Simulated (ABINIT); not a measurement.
# Ti3Se (P-6m2) in ABINIT: settings compared

Aim: see how the results for Ti3Se move with the level of theory and the settings. Levels: r2SCAN, PBE, TB-mBJ. Tasks: band structure.

Everything below comes from runs of ABINIT 10.8.3 (patched build). Logs are shortened: lines on timing, memory, paths and dates and some standing lists are left out, and cuts for length are marked. The log counts tension as positive stress, the text compression.

## Step 1: The structure

The structure is hexagonal, space group P-6m2 (No. 187). The conventional cell has a = 3.197 Å, b = 3.197 Å, c = 7.943 Å, α = 90.00°, β = 90.00°, γ = 120.00°. Se (site symmetry -6m2) has 6 Ti at 2.58 Å as nearest neighbours. Ti (site symmetry -6m2) has 12 Ti at 2.85 to 3.20 Å as nearest neighbours. Ti (site symmetry 3m) has 3 Se at 2.58 Å and 3 Ti at 2.85 Å as nearest neighbours.

The cell comes from a database or a generator and needn't be the stable form of this composition.

## Step 2: Band structure, r2SCAN

run.abi

```
# Datasets: ground state, then fixed potential
ndtset 2

# Pseudopotentials
pp_dirpath "./"
pseudos "Se.GGA_PBE-JTH.xml, Ti.GGA_PBE-JTH.xml"

# Structure
acell 3*1.0
rprim
     6.0422964801     0.0000000000     0.0000000000
    -3.0211482401     5.2327822490     0.0000000000
     0.0000000000     0.0000000000    15.0096127277
ntypat 2
znucl 34 22
natom 4
typat 1 2 2 2
xred
     0.0000000000     0.0000000000     0.0000000000
     0.6666666667     0.3333333333     0.5000000000
     0.3333333333     0.6666666667     0.7729020000
     0.3333333333     0.6666666667     0.2270980000

# Plane-wave basis
ecut 18.0
pawecutdg 36.0

# Exchange and correlation
ixc -497498
usekden 1
pawxcdev 0

# Bands and occupations
occopt 3
tsmear 0.00183747

# SCF cycle
nstep 100

# Output
iomode 3
prtwf 0
prteig 0
prtebands 0
prtden1 1
prtkden1 1
prtvha1 1
prtvclmb1 1
prtpot1 1

# Dataset 1
kptopt1 1
ngkpt1 10 10 4
nshiftk1 1
shiftk1 0.0 0.0 0.0
nband1 26
tolvrs1 1.0e-7

# Dataset 2: bands along G-M-K-G-A-L-H-A
iscf2 -2
getden2 1
getkden2 1
nband2 32
nbdbuf2 4
tolwfr2 1.0e-11
kptopt2 -7
ndivsm2 6
prteig2 1
prtvol2 -3
kptbounds2
     0.0000000000     0.0000000000     0.0000000000
     0.5000000000     0.0000000000     0.0000000000
     0.3333333333     0.3333333333     0.0000000000
     0.0000000000     0.0000000000     0.0000000000
     0.0000000000     0.0000000000     0.5000000000
     0.5000000000     0.0000000000     0.5000000000
     0.3333333333     0.3333333333     0.5000000000
     0.0000000000     0.0000000000     0.5000000000
```

Potentials or basis: JTH PAW PBE v2.0.

Started as:

```console
abinit run.abi > log 2>&1
```

run.abo:

```text
.Version 10.8.3 of ABINIT
 DATASET    1 : space group P-6 m 2 (#187); Bravais hP (primitive hexag.)
================================================================================
 Values of the parameters that define the memory need for DATASET  1.
     intxc =       0    ionmov =       0      iscf =      17    lmnmax =      18
     lnmax =       6     mgfft =      60  mpssoang =       3    mqgrid =    4055
     natom =       4  nloc_mem =       2    nspden =       1   nspinor =       1
    nsppol =       1      nsym =      12    n1xccc =       1    ntypat =       2
    occopt =       3   xclevel =       2
       mpw =        1746          nfft =       34560          nkpt =          42
 PAW method is used; the additional fine FFT grid is defined by:
   mgfftf=        90    nfftf =    116640
================================================================================
================================================================================

 DATASET    2 : space group P-6 m 2 (#187); Bravais hP (primitive hexag.)
================================================================================
 Values of the parameters that define the memory need for DATASET  2.
     intxc =       0    ionmov =       0      iscf =      -2    lmnmax =      18
     lnmax =       6     mgfft =      60  mpssoang =       3    mqgrid =    4055
     natom =       4  nloc_mem =       2    nspden =       1   nspinor =       1
    nsppol =       1      nsym =      12    n1xccc =       1    ntypat =       2
    occopt =       3   xclevel =       2
       mpw =        1748          nfft =       34560          nkpt =         101
 PAW method is used; the additional fine FFT grid is defined by:
   mgfftf=        90    nfftf =    116640
================================================================================
================================================================================

--------------------------------------------------------------------------------
------------- Echo of variables that govern the present computation ------------
--------------------------------------------------------------------------------
 -outvars: echo values of preprocessed input variables --------
            acell      1.0000000000E+00  1.0000000000E+00  1.0000000000E+00 Bohr
              amu      7.89600000E+01  4.78800000E+01
             ecut      1.80000000E+01 Hartree
           getden1          0
           getden2          1
          getkden1          0
          getkden2          1
             iscf1         17
             iscf2         -2
              ixc     -497498
           jdtset        1    2
           kptopt1          1
           kptopt2         -7
         kptrlatt       10    0    0      0   10    0      0    0    4
          kptrlen1     6.00384509E+01
          kptrlen2     3.00000000E+01
            natom           4
            nband1         26
            nband2         32
           nbdbuf1          0
           nbdbuf2          4
           ndtset           2
           ndivsm1          0
           ndivsm2          6
            ngfft          24      24      60
          ngfftdg          36      36      90
             nkpt1         42
             nkpt2        101
            nstep         100
             nsym          12
           ntypat           2
           occopt           3
        pawecutdg      3.60000000E+01 Hartree
         pawxcdev           0
        prtebands           0
           prteig1          0
           prteig2          1
          prtkden           1
           prtpot1          1
           prtpot2          0
         prtvclmb1          1
         prtvclmb2          0
           prtvha1          1
           prtvha2          0
           prtvol1          0
[... 1411 lines left out ...]
 Non-SCF case, kpt  101 (  0.00000  0.00000  0.50000), residuals and eigenvalues=
  9.65E-12  4.41E-12  9.35E-12  1.69E-12  3.11E-12  3.87E-12  6.30E-12  3.34E-12
  2.59E-12  9.63E-12  9.36E-12  6.45E-12  3.99E-12  5.54E-12  3.80E-12  2.14E-12
  5.22E-12  5.00E-12  6.95E-12  8.91E-13  9.94E-12  9.77E-12  2.55E-12  4.49E-12
  4.75E-12  6.01E-12  6.27E-12  2.59E-12  2.38E-12  1.94E-13  2.40E-10  7.67E-12
 -1.9433E+00 -1.9428E+00 -1.9352E+00 -1.0410E+00 -1.0352E+00 -1.0258E+00
 -1.0258E+00 -1.0253E+00 -1.0253E+00 -1.0196E+00 -1.0183E+00 -1.0183E+00
 -3.5410E-01 -2.2495E-02  9.1710E-02  1.3602E-01  1.8626E-01  1.8626E-01
  2.1659E-01  2.6125E-01  2.6125E-01  2.6494E-01  2.6745E-01  2.6745E-01
  2.8464E-01  2.8464E-01  3.0113E-01  3.0436E-01  3.0436E-01  3.3116E-01
  3.3116E-01  3.8272E-01

Result for kinetic energy density :

--------------------------------------------------------------------------------
 Total kinetic energy density [Ha/Bohr^3]
)     Maximum=    1.2164E+00  at reduced coord.    0.6667    0.3333    0.5000
)     Minimum=    2.7938E-03  at reduced coord.    0.0000    0.0000    0.3667
   Integrated=    2.6651E+01
--------------------------------------------------------------------------------

--- !ResultsGS
iteration_state: {dtset: 2, }
comment   : Summary of ground state results
lattice_vectors:
- [  6.0422965,   0.0000000,   0.0000000, ]
- [ -3.0211482,   5.2327822,   0.0000000, ]
- [  0.0000000,   0.0000000,  15.0096127, ]
lattice_lengths: [   6.04230,    6.04230,   15.00961, ]
lattice_angles: [ 90.000,  90.000, 120.000, ] # degrees, (23, 13, 12)
lattice_volume:   4.7457426E+02
convergence: {deltae:  0.000E+00, res2:  0.000E+00, residm:  9.995E-12, diffor:  0.000E+00, }
etotal    :  -1.64908540E+02
entropy   :   0.00000000E+00
fermie    :   2.45229787E-01
cartesian_stress_tensor: null
pressure_GPa: null
xred      :
- [  0.0000E+00,   0.0000E+00,   0.0000E+00, Se]
- [  6.6667E-01,   3.3333E-01,   5.0000E-01, Ti]
- [  3.3333E-01,   6.6667E-01,   7.7290E-01, Ti]
- [  3.3333E-01,   6.6667E-01,   2.2710E-01, Ti]
cartesian_forces: null
force_length_stats: {min: null, max: null, mean: null, }
...

 Integrated electronic density in atomic spheres:
 ------------------------------------------------
 Atom  Sphere_radius  Integrated_density
    1        2.21132          4.17763576
    2        2.30803         10.02808518
    3        2.30803         10.10884721
    4        2.30803         10.10884721

================================================================================

 ----iterations are completed or convergence reached----

 Mean square residual over all n,k,spin=   54.065E-13; max=  99.953E-13
 reduced coordinates (array xred) for    4 atoms
       0.000000000000      0.000000000000      0.000000000000
       0.666666666667      0.333333333333      0.500000000000
       0.333333333333      0.666666666667      0.772902000000
       0.333333333333      0.666666666667      0.227098000000

 cartesian coordinates (angstrom) at end:
    1      0.00000000000000     0.00000000000000     0.00000000000000
    2      1.59872279830076     0.92302303796999     3.97137249729500
    3     -0.00000000001764     1.84604607593999     6.13896349180861
    4     -0.00000000001764     1.84604607593999     1.80378150278140
 length scales=  1.000000000000  1.000000000000  1.000000000000 bohr
              =  0.529177210544  0.529177210544  0.529177210544 angstroms
 Eigenvalues (hartree) for nkpt= 101  k points:
 kpt#   1, nband= 32, wtk=  1.00000, kpt=  0.0000  0.0000  0.0000 (reduced coord)
  -1.94334   -1.94275   -1.93523   -1.03988   -1.03670   -1.02592   -1.02592   -1.02525
  -1.02525   -1.01927   -1.01831   -1.01831   -0.35426   -0.01101    0.05549    0.15710
   0.18879    0.18879    0.23189    0.25068    0.25068    0.25784    0.25784    0.27802
   0.28625    0.30111    0.30111    0.30977    0.30977    0.34582    0.34582    0.36189
 kpt#   2, nband= 32, wtk=  1.00000, kpt=  0.0294  0.0000  0.0000 (reduced coord)
  -1.94333   -1.94274   -1.93522   -1.03984   -1.03671   -1.02599   -1.02595   -1.02536
  -1.02526   -1.01924   -1.01836   -1.01831   -0.35382   -0.01048    0.05614    0.15756
   0.18630    0.18835    0.23085    0.25075    0.25100    0.25738    0.25829    0.27751
   0.28673    0.30083    0.30087    0.30927    0.30964    0.34603    0.34775    0.36129
 kpt#   3, nband= 32, wtk=  1.00000, kpt=  0.0588  0.0000  0.0000 (reduced coord)
  -1.94329   -1.94272   -1.93521   -1.03974   -1.03672   -1.02618   -1.02601   -1.02568
  -1.02531   -1.01918   -1.01852   -1.01834   -0.35249   -0.00890    0.05808    0.15883
   0.17927    0.18705    0.22808    0.25044    0.25194    0.25597    0.25962    0.27642
   0.28777    0.30006    0.30031    0.30797    0.30935    0.34662    0.35318    0.35784
 kpt#   4, nband= 32, wtk=  1.00000, kpt=  0.0882  0.0000  0.0000 (reduced coord)
  -1.94324   -1.94268   -1.93519   -1.03958   -1.03675   -1.02650   -1.02617   -1.02612
[... 474 lines left out ...]
  -1.94323   -1.94279   -1.93521   -1.04089   -1.03522   -1.02608   -1.02592   -1.02579
  -1.02541   -1.01952   -1.01849   -1.01833   -0.35241   -0.02009    0.09346    0.13829
   0.17725    0.18487    0.21364    0.25803    0.25844    0.26290    0.26881    0.27089
   0.27974    0.28384    0.30185    0.30912    0.31211    0.33109    0.33174    0.37918
 kpt# 100, nband= 32, wtk=  1.00000, kpt=  0.0167  0.0167  0.5000 (reduced coord)
  -1.94326   -1.94281   -1.93522   -1.04100   -1.03519   -1.02590   -1.02586   -1.02546
  -1.02536   -1.01960   -1.01835   -1.01831   -0.35368   -0.02189    0.09215    0.13659
   0.18395    0.18593    0.21579    0.26056    0.26167    0.26291    0.26779    0.26834
   0.28322    0.28432    0.30133    0.30584    0.30664    0.33114    0.33129    0.38227
 kpt# 101, nband= 32, wtk=  1.00000, kpt=  0.0000  0.0000  0.5000 (reduced coord)
  -1.94328   -1.94282   -1.93522   -1.04103   -1.03518   -1.02583   -1.02583   -1.02534
  -1.02534   -1.01964   -1.01830   -1.01830   -0.35410   -0.02249    0.09171    0.13602
   0.18626    0.18626    0.21659    0.26125    0.26125    0.26494    0.26745    0.26745
   0.28464    0.28464    0.30113    0.30436    0.30436    0.33116    0.33116    0.38272

== END DATASET(S) ==============================================================
================================================================================

 -outvars: echo values of variables after computation  --------
            acell      1.0000000000E+00  1.0000000000E+00  1.0000000000E+00 Bohr
           etotal1    -1.6490854030E+02
            fcart1     1.1140818859E-29 -5.7889392906E-29 -5.4210108624E-20
                      -3.3422456578E-29 -3.2160773837E-29 -5.4210108624E-20
                      -3.3422456578E-29  7.0753702441E-29  1.4536710013E-03
                       5.5704094296E-29  1.9296464303E-29 -1.4536710013E-03
            rprim      6.0422964801E+00  0.0000000000E+00  0.0000000000E+00
                      -3.0211482401E+00  5.2327822490E+00  0.0000000000E+00
                       0.0000000000E+00  0.0000000000E+00  1.5009612728E+01
           strten1     3.4712649818E-05  3.4712649540E-05  6.0406539144E-05
                       0.0000000000E+00  0.0000000000E+00  1.9220605871E-13
           xangst      0.0000000000E+00  0.0000000000E+00  0.0000000000E+00
                       1.5987227983E+00  9.2302303797E-01  3.9713724973E+00
                      -1.7639144308E-11  1.8460460759E+00  6.1389634918E+00
                      -1.7639144308E-11  1.8460460759E+00  1.8037815028E+00
             xred      0.0000000000E+00  0.0000000000E+00  0.0000000000E+00
                       6.6666666667E-01  3.3333333333E-01  5.0000000000E-01
                       3.3333333333E-01  6.6666666667E-01  7.7290200000E-01
                       3.3333333333E-01  6.6666666667E-01  2.2709800000E-01
 Calculation completed.
```

It took 11 min on 1 thread of Arm Neoverse V2, shared host; peak memory 0.26 GiB.

What came out:

```
Free energy                                           : -4487.3900 eV
Pressure                                              : -1.3 GPa
Largest force                                         : 0.075 eV/Å
Band gap on the k mesh                                : none (metal or under the smearing width)
Valence electrons inside the program's atomic spheres : Se 4.18; Ti 10.03, 10.11
```

Forces on the atoms (eV/Å):
```
Se   0.000  0.000  0.000
Ti   0.000  0.000  0.000
Ti   0.000  0.000  0.075
Ti   0.000  0.000 -0.075
```

Levels at the corners of the path, in eV from the Fermi level:
```
point  band 17  band 18  band 19  band 20  band 21  band 22  band 23  band 24  band 25  band 26
    Γ    -1.54    -1.54    -0.36     0.15     0.15     0.34     0.34     0.89     1.12     1.52
    M    -2.27    -1.90    -1.73    -0.88    -0.59     0.23     0.79     0.88     2.37     2.58
    K    -1.50    -1.48    -1.43    -0.96    -0.39    -0.30     0.09     1.70     1.96     2.28
    Γ    -1.54    -1.54    -0.36     0.15     0.15     0.34     0.34     0.89     1.12     1.52
    A    -1.60    -1.60    -0.78     0.44     0.44     0.54     0.60     0.60     1.07     1.07
    L    -2.25    -1.69    -1.67    -1.10    -0.97     0.58     0.89     1.06     1.27     2.61
    H    -1.48    -1.48    -1.36    -1.21    -0.29    -0.13    -0.01     1.40     1.86     2.31
    A    -1.60    -1.60    -0.78     0.44     0.44     0.54     0.60     0.60     1.07     1.07
```

Caveat: totals of a meta-GGA on PAW files have another zero than those of a GGA; the PAW data sets were made with another functional, which shifts forces and pressure a little.

## Step 3: Band structure, PBE

run.abi: that of step 2 with these lines changed.

```diff
@@ -24,9 +24,8 @@
 # Plane-wave basis
-ecut 18.0
-pawecutdg 36.0
+ecut 15.0
+pawecutdg 30.0
+pawxcdev 0
 
 # Exchange and correlation
-ixc -497498
-usekden 1
-pawxcdev 0
+ixc 11
 
@@ -45,3 +44,2 @@
 prtden1 1
-prtkden1 1
 prtvha1 1
@@ -56,3 +54,3 @@
 nband1 26
-tolvrs1 1.0e-7
+tolvrs1 1.0e-9
 
@@ -61,3 +59,2 @@
 getden2 1
-getkden2 1
 nband2 32
```

Potentials or basis: JTH PAW PBE v2.0.

Started as:

```console
abinit run.abi > log 2>&1
```

Wall time 3 min (1 thread of Arm Neoverse V2, shared host); peak memory 0.17 GiB.

The run converged. Its results:

| Quantity | Value |
| --- | --- |
| Free energy | -5050.3673 eV |
| Pressure | 0.4 GPa |
| Largest force | 0.040 eV/Å |
| Band gap on the k mesh | none (metal or under the smearing width) |
| Valence electrons inside the program's atomic spheres | Se 4.13; Ti 10.06, 10.14 |

Forces on the atoms (eV/Å):
```
Se   0.000  0.000  0.000
Ti   0.000  0.000  0.000
Ti   0.000  0.000 -0.040
Ti   0.000  0.000  0.040
```

Stress tensor (GPa, compression positive):
```
0.31 0.00 0.00
0.00 0.31 0.00
0.00 0.00 0.54
```

Levels at the corners of the path, in eV from the Fermi level:
```
point  band 18  band 19  band 20  band 21  band 22  band 23  band 24  band 25
    Γ    -1.33    -0.16     0.15     0.15     0.30     0.30     0.93     1.06
    M    -1.79    -1.58    -0.67    -0.45     0.20     0.81     0.83     2.29
    K    -1.32    -1.31    -0.78    -0.30    -0.28     0.09     1.60     1.85
    Γ    -1.33    -0.16     0.15     0.15     0.30     0.30     0.93     1.06
    A    -1.41    -0.64     0.40     0.40     0.57     0.60     0.60     1.01
    L    -1.57    -1.52    -0.91    -0.87     0.60     0.85     1.00     1.23
    H    -1.30    -1.20    -1.04    -0.16    -0.15    -0.01     1.32     1.74
    A    -1.41    -0.64     0.40     0.40     0.57     0.60     0.60     1.01
```

(Continued in part 2 of 2.)
